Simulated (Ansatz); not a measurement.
# GaN: the cost of one run

Program: Ansatz 0.2.0. Level of theory: DFT r2SCAN, scalar-relativistic, plane waves, PAW. These are calculated values, not measurements.

The COD entry's cell or inner coordinates are ideal or old and differ from later refinements, so a difference from it is no clean test against experiment.

1 further run of the same task is left out (set aside as unsound or not needed). Runs told in other sessions of the task aren't counted.

**1. The system as given**

Symmetry: P6_3mc, No. 186, hexagonal system. Conventional cell: a = 3.183 Å, b = 3.183 Å, c = 5.184 Å, α = 90.00°, β = 90.00°, γ = 120.00°. Around Ga (site symmetry 3m) lie 4 N at 1.95 Å. Around N (site symmetry 3m) lie 4 Ga at 1.95 Å.

Coordinates:

```cif
data_structure
_symmetry_space_group_name_H-M 'P 1'
_symmetry_Int_Tables_number 1
_cell_length_a 3.1831
_cell_length_b 3.1831
_cell_length_c 5.1836
_cell_angle_alpha 90.000
_cell_angle_beta 90.000
_cell_angle_gamma 120.000
_cell_volume 45.48
loop_
_atom_site_label
_atom_site_type_symbol
_atom_site_fract_x
_atom_site_fract_y
_atom_site_fract_z
_atom_site_occupancy
Ga1 Ga 0.33333 0.66667 0.99911 1
Ga2 Ga 0.66667 0.33333 0.49911 1
N1 N 0.33333 0.66667 0.37589 1
N2 N 0.66667 0.33333 0.87589 1
```

This cell was relaxed beforehand with the same method: volume 11.37 Å³/atom, gap on the mesh 2.35 eV.

**2. Zero of energy**

Reference values: F = -8352.7745 eV; pressure 0.00 GPa; largest force 0.000 eV/Å; gap on the mesh 2.35 eV. It was computed beforehand with the settings of the runs below.

**3. Normal modes**

File input.yaml:

```yaml
crystal:
  lattice:
    - [3.1830984299, 0.0, 0.0]
    - [-1.591549215, 2.756644103, 0.0]
    - [0.0, 0.0, 5.1835962425]
  atoms:
    - { symbol: Ga, position: [0.3333333333, 0.6666666667, 0.9991101046] }
    - { symbol: Ga, position: [0.6666666667, 0.3333333333, 0.4991101046] }
    - { symbol: "N", position: [0.3333333333, 0.6666666667, 0.3758898954] }
    - { symbol: "N", position: [0.6666666667, 0.3333333333, 0.8758898954] }
basis:
  ecutwfc: 500
kpoints:
  mp_grid: { grid: [12, 12, 6] }
hamiltonian:
  xc: r2scan
scf:
  occupations: { method: gaussian, width: 0.05 }
output:
  eigenvalues: true
phonons:
  method: fd
  supercell: [1, 1, 1]
  amplitude: 0.02
  eigenvectors: true
  dielectric: false
```

The run is started by

```console
$ ansatz run input.yaml --threads 2 --pin off --max-ram 5120MiB --backend cpu --events-out ev --progress --plain --runs-dir out
```

Q: Estimate wall time and peak memory on 2 threads of Oxide Virtual Turin-like (Zen 5), shared host.

About 95 s, with a peak of 0.86 GiB.
